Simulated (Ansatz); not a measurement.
# C2H6SiTe: the cost of one run

All numbers are computed with Ansatz 0.2.0 through its Python package. Level of theory: PBE/def2-SVP.

## (1) Starting point

Bond lengths: Te1–Si2 2.450 Å, Si2–C3 1.869 Å, Si2–C4 1.967 Å, C3–C4 1.541 Å, Te1–H5 1.778 Å, Si2–H6 1.477 Å, C3–H7 1.122 Å, C3–H8 1.110 Å, C4–H9 1.038 Å, C4–H10 1.113 Å. Angles (14 of 19 angles, heavy atoms first): Te1–Si2–C3 113.7°, Te1–Si2–C4 106.9°, C3–Si2–C4 47.3°, Si2–C3–C4 69.7°, Si2–C4–C3 63.0°, Te1–Si2–H6 123.4°, C3–Si2–H6 122.7°, C4–Si2–H6 107.0°, Si2–Te1–H5 90.5°, Si2–C3–H7 116.0°, Si2–C3–H8 116.6°, C4–C3–H7 111.3°, C4–C3–H8 110.4°, Si2–C4–H9 113.3°.

No structure file is read: the coordinates are typed or built in the script.

## (2) Script

Contents of energy_c2h6site.py:

```python
'''Single point of C2H6SiTe in a Gaussian basis.'''

import ansatz as az
import numpy as np

GEOMETRY = '''
Te   -1.09970    1.21450   -2.03870
Si   -0.71740    0.30270    0.20300
C     0.40960   -1.18810    0.22670
C     1.22770    0.10470    0.41400
H    -2.84090    1.34780   -1.70550
H    -1.22360    0.93850    1.43590
H     0.39470   -1.80160    1.16630
H     0.64030   -1.65270   -0.75440
H     1.76500    0.41700   -0.41770
H     1.52740    0.26590    1.47330
'''

system = az.Crystal.molecule()
for line in GEOMETRY.strip().splitlines():
    symbol, *xyz = line.split()
    system = system.atom(symbol, [float(v) for v in xyz])

calculation = system.calculation().basis(gaussian='def2-SVP').functional('pbe').forces()
done = calculation.run(threads=1)
summary = done.report

for key in ('converged', 'free_energy_ev', 'reference_energy_ev', 'n_frozen', 'n_occupied', 'n_virtual'):
    print(f'{key:22s} {summary[key]}')

symbols = [site.symbol for site in system.cartesian_sites]
forces = np.array(summary['forces_ev_ang'])
print('largest force', round(float(np.linalg.norm(forces, axis=1).max()), 4), 'eV/A, rms', round(float(np.sqrt((forces ** 2).mean())), 4))

charges = summary['charge_distribution']
print('dipole moment', round(4.803205 * float(np.linalg.norm(charges['dipole_moment_e_ang'])), 3), 'D')
print('Mulliken:', [(s, round(q, 3)) for s, q in zip(symbols, charges['mulliken_charges_e'])])
```

## (3) Launch

Launch:

```console
$ python energy_c2h6site.py
```

What time and memory should one allow on 1 thread of Arm Neoverse V2, shared host?

About 3.8 s, with a peak of 0.21 GiB.
